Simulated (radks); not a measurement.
# Valence configurations of Sn

One table from this session's results is given with a row withheld; the runs are named, their logs left out.

The numbers are computed with radks (a radial shooting solver on a logarithmic mesh, Libxc functionals) version 1 (Dirac Kohn-Sham, PBEsol, spin-unpolarised, spherical densities, finite nucleus; open shells are shared between the two j in proportion to 2j + 1), except any that are marked as measured or tabulated.

## Starting point

| Item | Value |
| --- | --- |
| element | tin (Z = 50) |
| charge | 0 |
| electrons | 50 |
| configuration | [Kr] 4d10 5s2 5p2 |
| nuclear rms radius | 4.6519 fm |
| others tried | 4d9 5s2 5p3; 4d10 5s1 5p3; 4d8 5s2 5p4; 4d8 5s1 5p5; 4d9 5p5; 4d10 5p4; 4d10 5s1.5 5p2.5; 4d9 5s1 5p4; 4d9.5 5s2 5p2.5 |

Outer shells as boxes (Hund's rule):

Sn
```
[Kr] core
4d [↑↓][↑↓][↑↓][↑↓][↑↓]
5s [↑↓]
5p [↑ ][↑ ][  ]
```

Set-up of the first run:

The run's settings:

```text
Z 50
configuration [Kr] 4d10 5s2 5p2
relativity Dirac
functional pbe_sol,pbe_sol
spin unpolarised
j_filling average
nucleus finite rms 4.6519 fm
c 137.035999084
```

Among the steps run: [Kr] 4d10 5s2 5p2.

One of the session's tables, all rows but one given; the rest of the session is left out.

From the orbitals of this run (lengths in bohr):

| level | <r> | outermost maximum (interpolated) | 90 % within | nodes |
| --- | --- | --- | --- | --- |
| 4s1/2 | 0.8186 | 0.746 | 1.19 | 3 |
| 4p1/2 | ? | ? | ? | ? |
| 4p3/2 | 0.8956 | 0.796 | 1.32 | 2 |
| 4d3/2 | 1.091 | 0.882 | 1.70 | 1 |
| 4d5/2 | 1.106 | 0.891 | 1.73 | 1 |
| 5s1/2 | 2.394 | 2.01 | 3.56 | 4 |
| 5p1/2 | 3.125 | 2.48 | 4.81 | 3 |
| 5p3/2 | 3.280 | 2.59 | 5.06 | 3 |

**Question.** Estimate the row for 4p1/2.

As computed: <r>: 0.8657; outermost maximum (interpolated): 0.772; 90 % within: 1.27; nodes: 2. In the column «<r>» it lies between 4s1/2 (0.8186) and 4p3/2 (0.8956).
